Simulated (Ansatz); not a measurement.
# BrH₆NSi₃: small, medium and large basis sets

The task here is to estimate one member of a computed series from the others.

Program: Ansatz 0.2.0, Gaussian basis. Level of theory: one geometry, several basis sets. These are calculated values, not measurements.

Levels to be run: PBE0-D4/def2-SVP; ωB97M-V/def2-SVP; PBE0-D4/def2-QZVPP; ωB97M-V/def2-QZVPP; the functionals' def2-TZVPP values are taken from earlier runs.

## Structure used throughout

All runs share one geometry, relaxed beforehand with PBE0-D4 in a triple-zeta def2 set.

SMILES `[SiH3]N([SiH3])[Si]Br`, 11 atoms, charge 0, spin multiplicity 1.

Atoms are counted from 1 here; the program's logs count them from 0.

Bond lengths: Si1–N2 1.757 Å, Si1–H6 1.484 Å, Si1–H7 1.484 Å, Si1–H8 1.486 Å, N2–Si3 1.763 Å, N2–Si4 1.722 Å, Si3–H9 1.480 Å, Si3–H10 1.490 Å, Si3–H11 1.480 Å, Si4–Br5 2.289 Å. Angles: N2–Si1–H6 110.4°, N2–Si1–H7 110.4°, N2–Si1–H8 107.1°, H6–Si1–H7 109.1°, H6–Si1–H8 110.0°, H7–Si1–H8 109.9°, Si1–N2–Si3 116.3°, Si1–N2–Si4 116.6°, Si3–N2–Si4 127.2°, N2–Si3–H9 111.3°, N2–Si3–H10 105.2°, N2–Si3–H11 111.3°, H9–Si3–H10 108.9°, H9–Si3–H11 111.1°, H10–Si3–H11 108.9°, N2–Si4–Br5 100.7°.

Set-up of the first run:

Contents of in.yaml:

```yaml
crystal:
  periodic: [false, false, false]
  atoms:
    - {symbol: Si, position_ang: [1.295712, 1.134084, 0.010608]}
    - {symbol: N, position_ang: [-0.071204, 0.134038, -0.455494]}
    - {symbol: Si, position_ang: [-0.686328, -0.968544, 0.774824]}
    - {symbol: Si, position_ang: [-0.662249, 0.336676, -2.060091]}
    - {symbol: Br, position_ang: [-2.378094, -1.178065, -2.077144]}
    - {symbol: H, position_ang: [0.934183, 1.999373, 1.160858]}
    - {symbol: H, position_ang: [2.453048, 0.284218, 0.385789]}
    - {symbol: H, position_ang: [1.643008, 1.973058, -1.165501]}
    - {symbol: H, position_ang: [-2.087312, -0.649978, 1.130933]}
    - {symbol: H, position_ang: [0.177019, -0.742252, 1.967668]}
    - {symbol: H, position_ang: [-0.552382, -2.379607, 0.348151]}
basis:
  gaussian: {orbitals: def2-SVP}
hamiltonian: {xc: pbe0, dispersion: d4}
output: {orbitals: {seedname: orbitals}}
```

Among the steps run: PBE0-D4 in def2-SVP; ωB97M-V in def2-SVP; PBE0-D4 in def2-QZVPP; ωB97M-V in def2-QZVPP.

One of the session's tables, all rows but one given; the rest of the session is left out.

It belongs to the step «Density functionals: the series». 

| functional | basis | HOMO (eV) | LUMO (eV) |
| --- | --- | --- | --- |
| PBE0-D4 | def2-SVP | -7.11 | -2.07 |
| PBE0-D4 | def2-TZVPP | -7.16 | -2.15 |
| PBE0-D4 | def2-QZVPP | ? | ? |
| ωB97M-V | def2-SVP | -9.13 | -0.04 |
| ωB97M-V | def2-TZVPP | -9.23 | -0.22 |
| ωB97M-V | def2-QZVPP | -9.24 | -0.29 |

Q: Estimate the row for PBE0-D4, def2-QZVPP from the others.

As computed: HOMO (eV): -7.18; LUMO (eV): -2.17. In the column «HOMO (eV)» it lies between ωB97M-V, def2-SVP (-9.13) and PBE0-D4, def2-TZVPP (-7.16).
